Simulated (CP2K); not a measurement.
Bi2Te3 (Tellurobismuthite) under changes of volume

One of the cells (33.871 Å³/atom); the others are scaled copies at fixed shape and fractional positions:

```
CELL_PARAMETERS angstrom
10.47631 0.00000 0.00000
9.55819 4.28883 0.00000
9.55819 2.04614 3.76926
ATOMIC_POSITIONS crystal
Bi 0.60000 0.60000 0.60000
Bi 0.40000 0.40000 0.40000
Te 0.79050 0.79050 0.79050
Te 0.20950 0.20950 0.20950
Te 0.00000 0.00000 0.00000
```

```yaml
Program: CP2K 2026.2
Functional: PBEsol
Potentials_or_basis: POTENTIAL_UZH Bi GTH-PBE-q5, Te GTH-PBE-q6; TZVP-MOLOPT-PBE-GTH basis
Density_cutoff: 6123 eV
k_mesh: 7 × 7 × 7
Occupations: fermi-dirac, width 0.05 eV
Spin: no spin polarisation
```

```csv
volume (Å³/atom),energy over the lowest point (meV/atom),pressure (GPa),gap on the mesh (eV),largest force (eV/Å)
31.839,43.16,5.3,0.17,0.591
32.517,?,?,?,?
33.194,10.85,2.5,0.19,0.288
33.871,3.03,1.3,0.21,0.152
34.549,0.00,0.2,0.22,0.033
35.226,1.28,-0.8,0.23,0.094
35.904,6.41,-1.6,0.24,0.204
```

Question: What does the run at 32.517 Å³/atom give?

Answer: Energy over the lowest point 24.02 meV/atom; pressure 3.8 GPa; gap on the mesh 0.18 eV; largest force 0.434 eV/Å.

Worked out: A Birch-Murnaghan fit of order 3 (a polynomial in V^(-2/3)) to the other rows has its minimum at 34.68 Å³/atom with B0 = V·E''(V) = 51 GPa and B' = 4.6 at fixed shape and positions, which overstates the stiffness. It gives 24.01 meV/atom at 32.517 Å³/atom, against the run's 24.02, and -dE/dV = 3.8 GPa, against 3.8. A straight line through the other rows of the gap, of slope 0.6 eV per unit of ln V (its deformation potential), gives 0.18 eV, against the run's 0.18.

Energies are extrapolated to zero smearing.

Caveats: with these potentials and basis sets, volumes of gold and of layered tellurides can stand 1.5 % and more from those of plane-wave programs; the potentials were made for another functional, which shifts forces and pressure; spin-orbit coupling is left out, which as a rule narrows the gap of such compounds by several tenths of an eV; an odd mesh through Γ misses points on the zone boundary, where band edges often lie; the basis of atomic orbitals isn't converged, which shifts pressures, moduli and gaps.
